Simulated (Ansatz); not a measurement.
**C2H4OSi: basis-set convergence**

One table from this session's results is given with a row withheld; the runs are named, their logs left out.

The runs use Ansatz 0.2.0, Gaussian basis; one geometry, several basis sets.

The runs, in order: PBE0-D4/def2-SVP; ωB97M-V/def2-SVP; PBE0-D4/def2-QZVPP; ωB97M-V/def2-QZVPP; the functionals' def2-TZVPP values are taken from earlier runs.

**The relaxed structure**

The geometry comes from an earlier relaxation with PBE0-D4 in a triple-zeta def2 set; it is a stationary point, not always the lowest conformer.

SMILES `O=C1C[SiH2]1`, 8 atoms, charge 0, spin multiplicity 1.

Atoms are counted from 1 here; the program's logs count them from 0.

Bond lengths: O1–C2 1.190 Å, C2–C3 1.501 Å, C2–Si4 1.883 Å, C3–Si4 1.896 Å, C3–H5 1.089 Å, C3–H6 1.092 Å, Si4–H7 1.481 Å, Si4–H8 1.481 Å. Angles: O1–C2–C3 137.4°, O1–C2–Si4 154.7°, C3–C2–Si4 67.0°, C2–C3–Si4 66.1°, C2–C3–H5 117.5°, C2–C3–H6 113.2°, Si4–C3–H5 125.9°, Si4–C3–H6 113.9°, H5–C3–H6 112.3°, C2–Si4–C3 46.8°, C2–Si4–H7 123.2°, C2–Si4–H8 119.9°, C3–Si4–H7 116.6°, C3–Si4–H8 119.1°, H7–Si4–H8 114.1°.

The first run:

in.yaml

```yaml
crystal:
  periodic: [false, false, false]
  atoms:
    - {symbol: O, position_ang: [-0.360305, 0.572334, 2.159886]}
    - {symbol: C, position_ang: [-0.242579, 0.260067, 1.017271]}
    - {symbol: C, position_ang: [0.581623, 0.683040, -0.164067]}
    - {symbol: Si, position_ang: [-0.436152, -0.888150, -0.462227]}
    - {symbol: H, position_ang: [1.661967, 0.728420, -0.033970]}
    - {symbol: H, position_ang: [0.186999, 1.567573, -0.668336]}
    - {symbol: H, position_ang: [-1.550894, -0.780890, -1.431178]}
    - {symbol: H, position_ang: [0.251443, -2.199593, -0.473179]}
basis:
  gaussian: {orbitals: def2-SVP}
hamiltonian: {xc: pbe0, dispersion: d4}
output: {orbitals: {seedname: orbitals}}
```

Launch:

```bash
> ansatz run in.yaml --threads 2 --pin off --events-out ev --progress --plain --max-ram 4352MiB
```

Among the steps run: PBE0-D4 in def2-SVP; ωB97M-V in def2-SVP; PBE0-D4 in def2-QZVPP; ωB97M-V in def2-QZVPP.

One table of the session follows, with a row left open; its other results are not shown here.

It belongs to the step «Density functionals: the series». 

```
functional       basis  HOMO (eV)
   PBE0-D4    def2-SVP          ?
   PBE0-D4  def2-TZVPP      -6.46
   PBE0-D4  def2-QZVPP      -6.48
   ωB97M-V    def2-SVP      -8.51
   ωB97M-V  def2-TZVPP      -8.62
   ωB97M-V  def2-QZVPP      -8.64
```

**Question.** Estimate the row for PBE0-D4, def2-SVP.

**Answer.** HOMO (eV): -6.37. In the column «HOMO (eV)» it is the highest.
